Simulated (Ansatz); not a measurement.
From input file to script: NaVF3 (distorted cell) in Ansatz 0.2.0.

```yaml
crystal:
  lattice:
    - [4.10369, 0.08825, 0.0253]
    - [0.08825, 4.07577, 0.04988]
    - [0.0253, 0.04988, 4.09677]
  atoms:
    - { symbol: Na, position: [0.01133, 0.02821, 0.05309] }
    - { symbol: V, position: [0.46694, 0.5248, 0.50752] }
    - { symbol: F, position: [0.00126, 0.44719, 0.47989] }
    - { symbol: F, position: [0.50378, 0.05239, 0.50295] }
    - { symbol: F, position: [0.47274, 0.49792, 0.98202] }
accuracy: high
basis:
  ecutwfc: 470.0
kpoints:
  mp_grid: { grid: [5, 5, 5] }
hamiltonian:
  xc: lda
  hubbard: [{ species: V, l: d, u: 5.9, j: 0.9 }]
magnetization:
  spin_polarized: true
  per_species: { V: 2.0 }
scf:
  max_iter: 60
  convergence: { dr2_threshold: 1.0e-08 }
  lower_state_search: "off"
  occupations: { method: cold, width: 0.02 }
output:
  populations: true
  eigenvalues: true
```

The program run on that file:
```console
$ ansatz run input.yaml --threads 1 --pin off --max-ram 3072MiB --backend cpu --events-out ev --progress --plain --runs-dir out
Na: projections on atomic orbitals take those of the free atom [He] 2s2 2p6 3s1, of charge +0.00 (hamiltonian.pseudopotentials.projection_atoms); the dataset's partial waves leave at most 1.8e-8 of an orbital's norm unspanned inside its sphere
V: projections on atomic orbitals take those of the free atom [Ne] 3s2 3p6 3d3 4s2, of charge +0.00 (hamiltonian.pseudopotentials.projection_atoms); the dataset's partial waves leave at most 5.8e-7 of an orbital's norm unspanned inside its sphere
F: projections on atomic orbitals take those of the free atom [He] 2s2 2p5, of charge +0.00 (hamiltonian.pseudopotentials.projection_atoms); the dataset's partial waves leave at most 1.6e-8 of an orbital's norm unspanned inside its sphere
Engine: ansatz 0.2.0, x86_64-unknown-linux-gnu
Pseudopotentials: kind: paw
Pseudopotential: Na, paw, valence charge 9, recommended cutoff 420 eV (normal), Na.paw.azcp
Pseudopotential: V, paw, valence charge 13, recommended cutoff 420 eV (normal), V.paw.azcp
Pseudopotential: F, paw, valence charge 7, recommended cutoff 420 eV (normal), F.paw.azcp
Functional definition: SPW92
  exchange = slater_x
  correlation = pw_c
Crystal: 5 atoms, lattice volume = 68.477 Å³
Basis set: ecut = 470 eV, 1587 PW (Γ)
Bands: 28, of which v1, the nominal top of the filled ones, is band 22 counted from 1 (21 counted from 0)
Symmetry: 1 space group operations
Space group: P1 (ITA 1), of the structure as read, at distance tolerance 4.1e-5 Å
Magnetic group: BNS 1.1 (UNI 1), of the structure as read, at distance tolerance 4.1e-5 Å
k-points: 63 of 125 (time reversal used)
Non-local potential: Na, projectors of the file, l = 0: 3, l = 1: 2, l = 2: 1
Non-local potential: V, projectors of the file, l = 0: 3, l = 1: 2, l = 2: 3, l = 3: 1
Non-local potential: F, projectors of the file, l = 0: 2, l = 1: 2, l = 2: 1
PAW form: soft (Blöchl's): semilocal exchange-correlation on the pseudo side does not see the compensation charge
PAW frozen core: Na, regenerated for the run's functional, and the local potential with it (the file was generated under x = pbe(κ = 0.804, μ = 0.2195149727645171), c = pbe(β = 0.06672455060314922))
PAW frozen core: V, regenerated for the run's functional, and the local potential with it (the file was generated under x = pbe(κ = 0.804, μ = 0.2195149727645171), c = pbe(β = 0.06672455060314922))
PAW frozen core: F, regenerated for the run's functional, and the local potential with it (the file was generated under x = pbe(κ = 0.804, μ = 0.2195149727645171), c = pbe(β = 0.06672455060314922))
PAW one-centre angular grid: Na, 110 points (default); XC on 64 Gauss nodes
PAW one-centre angular grid: V, 590 points (default); XC on 64 Gauss nodes
PAW one-centre angular grid: F, 110 points (default); XC on 64 Gauss nodes
Initial density: superposition of atomic densities (chi_scale 0.1, normalization cell, long waves kept (reshape's long-wave potential 0.02 eV rms))
Starting moments: Σ|m| = 2 μB on 1 of 5 sites
Initial wavefunctions: pseudopotential atomic-orbital guess
Functional: x = slater, c = lda
SCF iter   1: F=—  HF=-6717.986958 eV  |F-HF|=—  |Δ(HF+E_count)|=         —  Δρ=2.03e-1 (↑2.03e-1 ↓1.15e-1)  dr2=6.58e1  dr2_m=2.10e0  M=2.997 μB ∫|m|=3.589 μB  β_m=1.00  ethr=3.10e-3  ⟨swp⟩=5.3  Hψ=13362  notcnv=0
preconditioner: auto → Kerker (q_TF=auto, 2.525 Å⁻¹)  [metal: Δε(μ)=0.002 eV  Ē_g=10.718 eV  σ=0.020 eV  W_gap=0.06  n_scr=18 (ndim 8)  ℏωp=23.3 eV  f_vac=0.013  D(μ)=6.79/eV (n_scr^D=80)]
spin=Collinear: Kerker preconditioning applied to the charge; magnetization (m = ρ↑ − ρ↓) channel mixes plain (no charge-response kernel on spin).
SCF iter   2: F=—  HF=-6709.126078 eV  |F-HF|=—  |Δ(HF+E_count)|=    8.86e0  S|Δr|=    0.00e0  Δρ=4.29e-2 (↑4.29e-2 ↓3.29e-2)  dr2=3.23e0  dr2_m=1.72e-1  M=3.000 μB ∫|m|=3.212 μB  β_m=1.00  ethr=3.10e-3  ⟨swp⟩=4.0  Hψ=9097  notcnv=0  defer=149
preconditioner: auto → Resta (q_TF=auto, 2.525 Å⁻¹)  ε∞=6.0  [insulator: Δε(μ)=0.408 eV  Ē_g=9.240 eV  σ=0.020 eV  W_gap=1.00  n_scr=18 (ndim 8)  ℏωp=20.6 eV  f_vac=0.021  D(μ)=0.00/eV (n_scr^D=0)  ε∞_Penn≈6.0]
spin=Collinear: Resta preconditioning applied to the charge; magnetization (m = ρ↑ − ρ↓) channel mixes plain (no charge-response kernel on spin).
SCF iter   3: F=—  HF=-6709.706870 eV  |F-HF|=—  |Δ(HF+E_count)|=   5.81e-1  S|Δr|=    0.00e0  Δρ=2.64e-2 (↑2.64e-2 ↓2.01e-2)  dr2=1.31e0  dr2_m=2.34e-2  M=3.000 μB ∫|m|=3.131 μB  β_m=1.00  ethr=3.10e-3  ⟨swp⟩=2.2  Hψ=5603  notcnv=0  defer=173
SCF iter   4: F=—  HF=-6709.899794 eV  |F-HF|=—  |Δ(HF+E_count)|=   1.93e-1  S|Δr|=    0.00e0  Δρ=1.18e-2 (↑1.18e-2 ↓7.02e-3)  dr2=1.05e-1  dr2_m=1.31e-2  M=3.000 μB ∫|m|=3.076 μB  β_m=0.30  ethr=3.05e-3  ⟨swp⟩=2.8  Hψ=8076  notcnv=0  defer=155
SCF iter   5: F=—  HF=-6710.231510 eV  |F-HF|=—  |Δ(HF+E_count)|=   3.32e-1  S|Δr|=    0.00e0  Δρ=6.14e-3 (↑6.14e-3 ↓3.01e-3)  dr2=3.11e-2  dr2_m=6.36e-3  M=3.000 μB ∫|m|=3.062 μB  β_m=0.30  ethr=2.45e-4  ⟨swp⟩=2.3  Hψ=7625  notcnv=0  defer=154
SCF iter   6: F=—  HF=-6710.408367 eV  |F-HF|=—  |Δ(HF+E_count)|=   1.77e-1  S|Δr|=    0.00e0  Δρ=3.17e-3 (↑3.17e-3 ↓2.76e-3)  dr2=6.68e-3  dr2_m=3.56e-3  M=3.000 μB ∫|m|=3.051 μB  β_m=0.30  ethr=7.24e-5  ⟨swp⟩=2.5  Hψ=6813  notcnv=0  defer=154
SCF iter   7: F=—  HF=-6710.498829 eV  |F-HF|=—  |Δ(HF+E_count)|=   9.05e-2  S|Δr|=    0.00e0  Δρ=2.03e-3 (↑1.80e-3 ↓2.03e-3)  dr2=7.68e-4  dr2_m=2.02e-3  M=3.000 μB ∫|m|=3.044 μB  β_m=1.00  ethr=1.55e-5  ⟨swp⟩=2.7  Hψ=7570  notcnv=0  defer=154
SCF iter   8: F=—  HF=-6710.546817 eV  |F-HF|=—  |Δ(HF+E_count)|=   4.80e-2  S|Δr|=    0.00e0  Δρ=6.63e-4 (↑6.63e-4 ↓4.70e-4)  dr2=3.78e-4  dr2_m=6.87e-5  M=3.000 μB ∫|m|=3.038 μB  β_m=0.30  ethr=1.78e-6  ⟨swp⟩=2.5  Hψ=6601  notcnv=0  defer=154
SCF iter   9: F=—  HF=-6710.570663 eV  |F-HF|=—  |Δ(HF+E_count)|=   2.38e-2  S|Δr|=    0.00e0  Δρ=5.18e-4 (↑5.18e-4 ↓4.48e-4)  dr2=1.17e-4  dr2_m=9.89e-5  M=3.000 μB ∫|m|=3.034 μB  β_m=0.30  ethr=8.79e-7  ⟨swp⟩=2.3  Hψ=6776  notcnv=0  defer=154
Mixer restart at iter 9: flushing history
spin-set hold released at iteration 9 (site moments contracting): the magnetisation degrees of freedom join the quasi-Newton model from the next iteration; the mixer history was flushed
SCF iter  10: F=—  HF=-6710.582963 eV  |F-HF|=—  |Δ(HF+E_count)|=   1.23e-2  S|Δr|=    0.00e0  Δρ=5.87e-4 (↑5.87e-4 ↓3.21e-4)  dr2=7.71e-5  dr2_m=1.09e-4  M=3.000 μB ∫|m|=3.032 μB  β_m=0.65  ethr=2.72e-7  ⟨swp⟩=2.3  Hψ=6116  notcnv=0  defer=155
SCF iter  11: F=—  HF=-6710.596279 eV  |F-HF|=—  |Δ(HF+E_count)|=   1.33e-2  S|Δr|=    0.00e0  Δρ=4.12e-4 (↑2.60e-4 ↓4.12e-4)  dr2=9.40e-5  dr2_m=3.14e-5  M=3.000 μB ∫|m|=3.025 μB  β_m=0.67  ethr=1.79e-7  ⟨swp⟩=2.7  Hψ=7202  notcnv=0  defer=155
SCF iter  12: F=—  HF=-6710.596293 eV  |F-HF|=—  |Δ(HF+E_count)|=   1.34e-5  S|Δr|=    0.00e0  Δρ=2.22e-4 (↑2.22e-4 ↓5.58e-5)  dr2=2.61e-5  dr2_m=9.86e-6  M=3.000 μB ∫|m|=3.025 μB  β_m=0.83  ethr=1.79e-7  ⟨swp⟩=2.1  Hψ=5168  notcnv=0  defer=153
SCF iter  13: F=—  HF=-6710.596315 eV  |F-HF|=—  |Δ(HF+E_count)|=   2.22e-5  S|Δr|=    0.00e0  Δρ=7.18e-5 (↑7.18e-5 ↓3.60e-5)  dr2=2.68e-6  dr2_m=9.41e-7  M=3.000 μB ∫|m|=3.024 μB  β_m=0.92  ethr=6.07e-8  ⟨swp⟩=2.1  Hψ=5226  notcnv=0  defer=153
SCF iter  14: F=—  HF=-6710.596326 eV  |F-HF|=—  |Δ(HF+E_count)|=   1.12e-5  S|Δr|=    0.00e0  Δρ=3.74e-5 (↑3.74e-5 ↓1.72e-5)  dr2=4.39e-7  dr2_m=1.95e-7  M=3.000 μB ∫|m|=3.024 μB  β_m=0.96  ethr=6.23e-9  ⟨swp⟩=2.0  Hψ=5935  notcnv=0  defer=154
[... 3 lines left out ...]
iter 18 met the thresholds in force, and the SCF goes on: an eigenvalue changes by 0.17 meV, over its tolerance of 0.16 meV (output.eigenvalues, Limitations)
SCF iter  18: F=-6710.596334 eV  HF=-6710.596334 eV  |F-HF|=2.49e-9  |Δ(HF+E_count)|=   1.07e-8  S|Δr|=    0.00e0  Δρ=2.62e-6 (↑2.62e-6 ↓2.48e-6)  dr2=6.87e-9  dr2_m=1.26e-9  M=3.000 μB ∫|m|=3.024 μB  β_m=0.92  ethr=2.33e-11  ⟨swp⟩=6.9  Hψ=12353  notcnv=0
SCF iter  19: F=-6710.596334 eV  HF=-6710.596334 eV  |F-HF|=5.82e-11  |Δ(HF+E_count)|=   4.81e-9  S|Δr|=    0.00e0  Δρ=4.37e-7 (↑4.37e-7 ↓2.39e-7)  dr2=1.85e-10  dr2_m=3.29e-11  M=3.000 μB ∫|m|=3.024 μB  ethr=1.60e-11  ⟨swp⟩=1.0  Hψ=9530  notcnv=0
SCF 1 converged in 19 iterations: F = -6710.596334 eV  dr2 = 1.85e-10
  greatest PAW one-centre occupation: 1.000 electrons in one spin orbital (limit 2), on the V atom at site 1 (counted from 0), in its partial waves of l = 1
this state was not tested for a lower state beside it, because cold or Methfessel-Paxton smearing, or corrected tetrahedra, fill the levels in a way that the test cannot read (fill_not_monotonic; see scf.lower_state_search)
SCF converged after 19 iterations
an eigenvalue changed by more than its tolerance at an iteration that met the thresholds in force, so the SCF went on 1 time: the last check found none over its tolerance
Magnetization: 3.0000 μB (23.0000 up, 20.0000 down)
Absolute magnetization: 3.0246 μB (∫|ρ↑−ρ↓|, with the PAW one-centre terms)
Spin contamination: 0.0017 ħ² per cell (⟨S²⟩ above its minimum at these occupations)
Per-site moments (μB) at R_I (Å): [(0.0024069630097249203, 1.0201459309798486), (2.0884430815529713, 0.794460239613198), (0.022045022423003487, 0.8068764211478779), (0.02408832471640879, 0.794460239613198), (0.026497325067113303, 0.8022654135593799)]
Free energy (F): -6710.596334 eV
Harris-Foulkes:  -6710.596334 eV  (|F-HF|=5.82e-11)
Internal energy: -6710.596334 eV  (E = F + TS)
E sigma→0 (E₀):  -6710.596334 eV
Fermi energy:    6.058946 eV
Step filling:    the computed levels leave a gap of 1.5677 eV = 78.4 smearing widths at the electron count; against every level under it full and every level over it empty, smearing changes F+E_penalty+E_count by +0.00e0 meV and its σ→0 estimate by +0.00e0 meV
--- Per-component energies (eV) ---
  E_band       = -585.785314
  E_kinetic    = 1070.675855
  E_local      = -4503.347339  (includes V_loc(G=0)·N_el)
  E_nonlocal   = 311.570167
  E_hartree    = 1751.384377
  E_xc         = -398.570584
  E_vxc        = -513.719427  (∫ρ·V_xc dr)
  E_hubbard    = 0.817683  (on-site DFT+U / exact-exchange correction)
  E_vhub       = -7.130483  (the Hubbard potential's part of the band-sum identity)
  E_paw        = -1873.879013  (= ΣΔE_a)
  E_vpaw       = -446.607946  (= ΣTr[D̂ρ^β])
  E_aug_tail   = 0.005057  (compensation charges beyond the density's cutoff)
  E_ewald      = -3070.079331
  E_core_change = 0.826795  (= ΣΔE_core)
  E_smearing   = -0.000000  (= −TS)
  E_closure    = 0.000000  (closes the sum)
  Σ components = -6710.596334   (vs F -6710.596334, Δ=0.00e0)
--- DFT+U+J on-site energies (Liechtenstein; fll double counting; per corrected site; eV) ---
  site 1 (l=d): U=5.9000  J=0.9000  Tr N=3.5063  E_int=23.677856  E_dc=22.860173  E_U=0.817683
--- Band table (eV; the first three rows and the last of 126) ---
  k-point 0 ↑: bands = ["-57.4129", "-46.0464", "-31.6860", "-31.6711", "-31.6513", "-18.5539", "-18.5462", "-18.5384", "-18.0393", "-17.4410", "-17.3460", "-0.8194", "-0.6654", "-0.5547", "0.7515", "0.8402", "0.9349", "0.9708", "1.0783", "1.2183", "3.7537", "3.7601", "4.1512", "6.8286", "10.1951", "10.2357", "14.1600", "14.4028"]
  k-point 1 ↑: bands = ["-57.4126", "-46.0463", "-31.6874", "-31.6776", "-31.6542", "-18.5737", "-18.5435", "-18.5392", "-17.9601", "-17.4511", "-17.3448", "-0.8208", "-0.7678", "-0.4991", "0.4034", "0.4901", "0.7572", "0.8889", "1.0054", "1.2282", "4.0028", "4.1173", "4.2818", "7.4040", "10.2422", "10.5622", "12.7877", "14.8006"]
  k-point 2 ↑: bands = ["-57.4120", "-46.0462", "-31.6986", "-31.6825", "-31.6560", "-18.5995", "-18.5419", "-18.5393", "-17.8131", "-17.4949", "-17.3428", "-0.9715", "-0.6747", "-0.3907", "-0.1605", "-0.0385", "0.4132", "0.8553", "0.9455", "1.2357", "4.0970", "4.6293", "4.7349", "8.7528", "10.2554", "10.3502", "11.6954", "15.3368"]
  k-point 62 ↓: bands = ["-54.8493", "-46.0437", "-29.2530", "-29.1954", "-29.1687", "-18.5684", "-18.5493", "-18.5426", "-17.6313", "-17.3822", "-17.3436", "-0.9205", "-0.2752", "-0.1473", "-0.0291", "0.1374", "0.4914", "1.1064", "1.2357", "1.4334", "9.6605", "11.1438", "11.6494", "11.7615", "11.9192", "12.0909", "12.5505", "14.2981"]
Occupation matrices written to <dir>
--- Löwdin populations: 5 sites ---
  site symbol       q [e]    m [muB]
     0     Na      8.2142     0.0073
     1      V     11.8154     2.9011
     2      F      7.6140     0.0216
     3      F      7.6033     0.0238
     4      F      7.6088     0.0249
  spilling = 0.003355 (of n_electrons = 43.000000)
```

Notebook, run cell by cell (the value of a cell's last expression is shown):

In [1]:
```python
from pathlib import Path
import warnings

import ansatz as az
import numpy as np
```

In [2]:
```python
ECUT = 470
MESH = (5, 5, 5)
FILLING = 'Marzari-Vanderbilt'
WIDTH_EV = 0.02
SCF_TOL = 1e-08
MAX_SCF = 60
```

In [3]:
```python
warnings.simplefilter('ignore', az.DeckWarning)

navf3 = (
    az.Lattice.of((4.10369, 0.08825, 0.0253), (0.08825, 4.07577, 0.04988), (0.0253, 0.04988, 4.09677))
    .atom('Na', (0.01133, 0.02821, 0.05309))
    .atom('V', (0.46694, 0.5248, 0.50752))
    .atom('F', (0.00126, 0.44719, 0.47989))
    .atom('F', (0.50378, 0.05239, 0.50295))
    .atom('F', (0.47274, 0.49792, 0.98202))
    .moments(V=2.0)
)
```

In [4]:
```python
[site.symbol for site in navf3.resolved().sites]
```
Out [4]:
```text
['Na', 'V', 'F', 'F', 'F']
```

In [5]:
```python
# settings of the run
job = (
    navf3.calculation()
    .functional(az.Functional.LDA)
    .basis(ECUT)
    .accuracy('high')
    .kpoints(*MESH)
    .occupations(FILLING, width=WIDTH_EV)
    .spin(az.SpinTreatment.COLLINEAR)
    .hubbard('V', 'd', u=5.9, j=0.9)
    .scf(tolerance=SCF_TOL, max_iterations=MAX_SCF, lower_state_search='off')
    .band_table()
    .populations()
)
out = job.run(threads=1, pin='off')
summary = out.report
```

In [6]:
```python
out.lattice.cell_ang
```
Out [6]:
```text
array([[4.10369, 0.08825, 0.0253 ],
       [0.08825, 4.07577, 0.04988],
       [0.0253 , 0.04988, 4.09677]])
```

In [7]:
```python
type(out).__name__, type(summary).__name__
```
Out [7]:
```text
('RunOutcome', 'dict')
```

In [8]:
```python
summary['kpoints_frac'][:4]
```
Out [8]:
```text
[[0.0, 0.0, 0.0], [0.0, 0.0, 0.2], [0.0, 0.0, 0.4], [0.0, 0.2, 0.0]]
```

In [9]:
```python
print('%-22s %14.5f eV' % ('F = E - TS', summary['free_energy_ev']))
print('%-22s %14.5f eV' % ('E', summary['internal_energy_ev']))
print('%-22s %14.5f eV' % ('Harris-Foulkes', summary['harris_foulkes_ev']))
print('%-22s %14.5f eV' % ('Fermi level', summary['fermi_energy_ev']))

print(f'net moment {summary["magnetization_mub"]:.3f} muB, absolute {summary["absolute_magnetization_mub"]:.3f} muB')
for index, (site, m) in enumerate(zip(out.lattice.sites, summary['site_moments_mub'])):
    print(f'  {index:2d} {site.symbol:2s} {m:7.3f}')
```
```text
F = E - TS                -6710.59633 eV
E                         -6710.59633 eV
Harris-Foulkes            -6710.59633 eV
Fermi level                   6.05895 eV
net moment 3.000 muB, absolute 3.025 muB
   0 Na   0.002
   1 V    2.088
   2 F    0.022
   3 F    0.024
   4 F    0.026
```

In [10]:
```python
# the band energy is the weighted sum of filled levels
eps, occ = np.array(summary['eigenvalues_ev']), np.array(summary['occupations'])
wk = np.tile(summary['kweights'], len(eps) // len(summary['kweights']))
print(f'sum of w f eps = {wk @ (eps * occ).sum(axis=1):.4f} eV, reported band energy {summary["components"]["e_band"]:.4f} eV')
```
```text
sum of w f eps = -585.7853 eV, reported band energy -585.7853 eV
```

In [11]:
```python
files = Path(out.write_results('tables'))
print((files / 'populations.tsv').read_text())
```
```text
# site	symbol	l	j	q_up	q_dn
# orbitals = lowdin
# n_electrons = 43.000000
# spilling = 0.003355
# projection_atom_Na: [He] 2s2 2p6 3s1
# projection_atom_V: [Ne] 3s2 3p6 3d3 4s2
# projection_atom_F: [He] 2s2 2p5
0	Na	0_2S	-	0.997460	0.997233
0	Na	0_3S	-	0.114379	0.107438
0	Na	1_2P	-	2.998934	2.998794
1	V	0_3S	-	0.997005	0.997125
1	V	0_4S	-	0.165080	0.151275
1	V	1_3P	-	2.997121	2.996710
1	V	2_3D	-	3.199025	0.312053
2	F	0_2S	-	0.949723	0.948965
2	F	1_2P	-	2.868051	2.847212
3	F	0_2S	-	0.946975	0.946718
3	F	1_2P	-	2.866591	2.843057
4	F	0_2S	-	0.947359	0.947379
4	F	1_2P	-	2.869529	2.844562
```

What to keep in mind:
- These settings explore the input space; cutoff and mesh may be short of convergence.
- The magnetic order follows from the starting moments and needn't be the lowest.
- U, its shell and the double counting are chosen to explore, and aren't derived for this compound.
- Only differences from the Fermi energy are physical; the zero of the scale is a convention.
- With one magnetic atom the cell can hold only ferromagnetic order.
- An opening on this mesh may only mean that it misses a point where bands touch.
- The cell is a database structure, distorted on purpose.
- Gaps and levels are Kohn-Sham values on a finite set of k-points.
- Wall time of the script: 37 s on 1 thread of Intel(R) Xeon(R) Platinum 8488C (Sapphire Rapids), with other jobs on the host, peak memory 0.6 GiB.

(Lines on the test bed's own set-up are left out of the output.)
